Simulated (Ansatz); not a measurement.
**CH₄AlBO₂: a ladder of functionals and wavefunction methods**

One table from this session's results is given with a row withheld; the runs are named, their logs left out.

Program: Ansatz 0.2.0, Gaussian basis. Level of theory: functionals in def2-TZVPP, the program's frozen cores in correlated methods. These are calculated values, not measurements.

Plan: LDA (SPW92), PBE-D4, revPBE-D4, BLYP-D4, r2SCAN-D4, B97M-V, PBE0-D4, B3LYP-D4, r2SCANh-D4, r2SCAN0-D4, HSE06-D4, BHLYP-D4, CAM-B3LYP-D4, LC-ωPBE, ωB97X-V, ωB97M-V, B2PLYP, PBE-QIDH; CCSD(T)/def2-SVP; CCSD(T)/def2-TZVPP; MP2/def2-QZVPP; extrapolation to the limit; RPA on PBE.

### Structure used throughout

All runs share one geometry, relaxed beforehand with PBE0-D4 in a triple-zeta def2 set.

9 atoms, charge 0, spin multiplicity 1.

Atoms are counted from 1 here; the program's logs count them from 0.

Bond lengths: B1–O2 1.375 Å, B1–H6 1.190 Å, B1–H7 1.192 Å, O2–C3 1.325 Å, C3–O4 1.250 Å, C3–Al5 1.944 Å, O4–Al5 1.959 Å, Al5–H8 1.577 Å, Al5–H9 1.577 Å. Angles: O2–B1–H6 115.5°, O2–B1–H7 119.6°, H6–B1–H7 124.8°, B1–O2–C3 124.6°, O2–C3–O4 119.8°, O2–C3–Al5 168.1°, O4–C3–Al5 72.0°, C3–O4–Al5 70.7°, C3–Al5–O4 37.4°, C3–Al5–H8 116.5°, C3–Al5–H9 117.1°, O4–Al5–H8 113.1°, O4–Al5–H9 113.1°, H8–Al5–H9 126.0°.

The first run:

in.yaml

```yaml
crystal:
  periodic: [false, false, false]
  atoms:
    - {symbol: B, position_ang: [1.614270, 1.134125, -0.896309]}
    - {symbol: O, position_ang: [0.740616, 1.082306, 0.164757]}
    - {symbol: C, position_ang: [-0.173066, 0.138680, 0.341975]}
    - {symbol: O, position_ang: [-0.780958, -0.330407, -0.644648]}
    - {symbol: Al, position_ang: [-1.466781, -1.158294, 0.992505]}
    - {symbol: H, position_ang: [2.241048, 2.141047, -0.996117]}
    - {symbol: H, position_ang: [1.736213, 0.184726, -1.605865]}
    - {symbol: H, position_ang: [-0.941155, -2.629726, 1.207645]}
    - {symbol: H, position_ang: [-2.881788, -0.608757, 1.418858]}
basis:
  gaussian: {orbitals: def2-TZVPP}
hamiltonian: {xc: lda}
output: {orbitals: {seedname: orbitals}}
```

Started as:

```console
$ ansatz run in.yaml --threads 2 --pin off --events-out ev --progress --plain --max-ram 4352MiB
```

Among the steps run: LDA; PBE-D4 (GGA); revPBE-D4 (GGA); BLYP-D4 (GGA); r2SCAN-D4 (meta-GGA); B97M-V (meta-GGA); PBE0-D4 (hybrid); B3LYP-D4 (hybrid); r2SCANh-D4 (hybrid); r2SCAN0-D4 (hybrid); HSE06-D4 (hybrid); BHLYP-D4 (hybrid); CAM-B3LYP-D4 (range-separated); LC-ωPBE (range-separated); ωB97X-V (range-separated); ωB97M-V (range-separated); B2PLYP (double hybrid); PBE-QIDH (double hybrid).

One table of the session follows, with a row left open; its other results are not shown here.

It belongs to the step «Orbital energies across the functionals». 

```
  functional  HOMO (eV)  LUMO (eV)  gap (eV)
 LDA (SPW92)      -6.92      -3.34      3.58
      PBE-D4      -6.75      -3.03      3.72
   revPBE-D4      -6.67      -2.91      3.76
     BLYP-D4      -6.65      -2.87      3.78
   r2SCAN-D4      -7.00      -2.71      4.29
      B97M-V      -7.17      -2.69      4.47
     PBE0-D4      -8.12      -1.89      6.22
    B3LYP-D4      -7.91      -2.13      5.78
  r2SCANh-D4      -7.52      -2.30      5.22
  r2SCAN0-D4      -8.30      -1.69      6.61
    HSE06-D4      -7.71      -2.28      5.43
    BHLYP-D4      -9.46      -0.68      8.78
CAM-B3LYP-D4      -9.57      -0.71      8.86
     LC-ωPBE          ?          ?         ?
     ωB97X-V     -10.56       0.45     11.01
     ωB97M-V     -10.46       0.25     10.71
```

**Question.** Estimate the row for LC-ωPBE.

As computed: HOMO (eV): -10.92; LUMO (eV): 0.52; gap (eV): 11.44. In the column «HOMO (eV)» it is the lowest.
